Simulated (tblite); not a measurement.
# C3H10F3NSi2: the cost of one run

The runs use tblite 0.8.0 and PySCF 2.14.0, with density-fitted response routines of our own; the level of theory stands in each step. All values are computed, except where a source is named. Atoms are numbered from 0 throughout.

## 1. The starting structure

19 atoms, charge 0, multiplicity 1; geometry from: force field or distance geometry start.

Bonds of the start (Å): C0–Si1 1.86, Si1–Si2 2.22, Si2–N3 1.79, N3–C4 1.44, C4–C5 1.50, C5–F6 1.39, C5–F7 1.39, C5–F8 1.38, C0–H9 1.10, C0–H10 1.09, C0–H11 1.12, Si1–H12 1.47, Si1–H13 1.47, Si2–H14 1.47, Si2–H15 1.48, N3–H16 1.07, C4–H17 1.13, C4–H18 1.13.

## 2. Optimising the geometry with GFN2-xTB

The job: settings as JSON, then the geometry in Å.

```
{"job": {"kind": "relax", "xc": "GFN2-xTB", "basis": "xTB"}, "charge": 0, "multiplicity": 1}
C      3.488700     0.572800     0.129400
Si     2.201300    -0.770900     0.130900
Si     0.176600     0.140100     0.208600
N     -1.109900    -1.097900     0.086700
C     -2.242300    -0.611600    -0.656800
C     -2.837100     0.605000    -0.019000
F     -3.292300     0.386100     1.273100
F     -1.929000     1.658400    -0.034100
F     -3.945100     0.937100    -0.766200
H      4.207700     0.356200     0.938900
H      3.928700     0.584900    -0.873000
H      2.964500     1.523100     0.397700
H      2.274800    -1.464400    -1.164600
H      2.439200    -1.756600     1.188700
H     -0.070400     0.959900     1.400200
H      0.086900     1.072400    -0.936100
H     -1.436800    -1.295000     1.090000
H     -1.924100    -0.340200    -1.702600
H     -2.991100    -1.450300    -0.699500
```

Started as:

```
$ OMP_NUM_THREADS=1 python probes_run.py task.json out
```

This one command runs all jobs of the session in turn.

**Question.** How long does this first job take on 1 thread of Arm Neoverse V1, shared host, and how much memory does it need?

About 1.1 s, with a peak of 0.18 GiB.
